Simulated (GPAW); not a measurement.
Set up this calculation in GPAW 26.7.0, as an ASE script.

```yaml
Task: single point
Functional: PBE
Potentials_or_basis: GPAW PAW data sets (gpaw-data 1.2.1)
Cutoff: 600 eV
Basis: pw
k_mesh: 8 × 8 × 5
Occupations: fermi-dirac, width 0.05 eV
Spin: no spin polarisation
Maxiter: 150
```

The system is Cd2S.

```
Cd S
1.0
     3.96267    0.00000    0.00000
    -1.98134    3.43177    0.00000
     0.00000    0.00000    5.80919
Cd S
2 1
Direct
  0.33333 0.66667 0.93272
  0.66667 0.33333 0.57873
  0.33333 0.66667 0.36571
```

The cell comes from a database or a generator and needn't be the stable form of this composition.

One way to write it, as run:

run.py

```python
from ase import Atoms
from ase.dft.bandgap import bandgap
from ase.io import write
from ase.units import Bohr, GPa
from gpaw import GPAW, PW
from gpaw.elf import elf_from_dft_calculation

atoms = Atoms(['Cd', 'Cd', 'S'],
              cell=[[3.962670049, 0.0, 0.0],
                    [-1.9813350245, 3.4317729293, 0.0],
                    [0.0, 0.0, 5.809192]],
              scaled_positions=[[0.3333333333, 0.6666666667, 0.932717],
                                [0.6666666667, 0.3333333333, 0.578735],
                                [0.3333333333, 0.6666666667, 0.365705]],
              pbc=True)

calc = GPAW(mode=PW(600),
            xc='PBE',
            kpts={'size': (8, 8, 5), 'gamma': True},
            occupations={'name': 'fermi-dirac', 'width': 0.05},
            nbands=26,
            convergence={'density': 1e-05, 'energy': 1e-05},
            maxiter=150,
            txt='gpaw.txt')
atoms.calc = calc
energy = atoms.get_potential_energy()
forces = atoms.get_forces()
stress = atoms.get_stress()
calc.write('gs.gpw')
write('result.traj', atoms)
print(f'Energy: {energy:.6f} eV')
print('Forces (eV/A):')
print(forces.round(4))
print('Stress (GPa):', (stress / GPa).round(3))
print('Fermi level:', round(calc.get_fermi_level(), 4), 'eV')
print(f'Gap: {bandgap(calc)[0]:.4f} eV, direct: {bandgap(calc, direct=True)[0]:.4f} eV')

# fields on the real-space grid
write('density.cube', atoms, data=calc.get_pseudo_density() * Bohr**3)
write('potential.cube', atoms, data=calc.get_electrostatic_potential())
write('elf.cube', atoms, data=elf_from_dft_calculation(calc).data)
```

Potentials or basis: GPAW PAW data sets (gpaw-data 1.2.1), pw.

Run with:

```sh
$ OMP_NUM_THREADS=1 python run.py
```

Results of the run:

```yaml
Pressure: -0.4 GPa
Largest_force: 0.072 eV/Å
Band_gap_on_the_k_mesh: 0.24 eV, indirect (least direct gap 0.57 eV)
```

Caveat: an odd mesh through Γ misses points on the zone boundary, where band edges often lie.

It took 71 s on 1 thread of Intel(R) Xeon(R) Processor @ 2.70GHz, with other jobs on the host, peak memory 0.22 GiB.
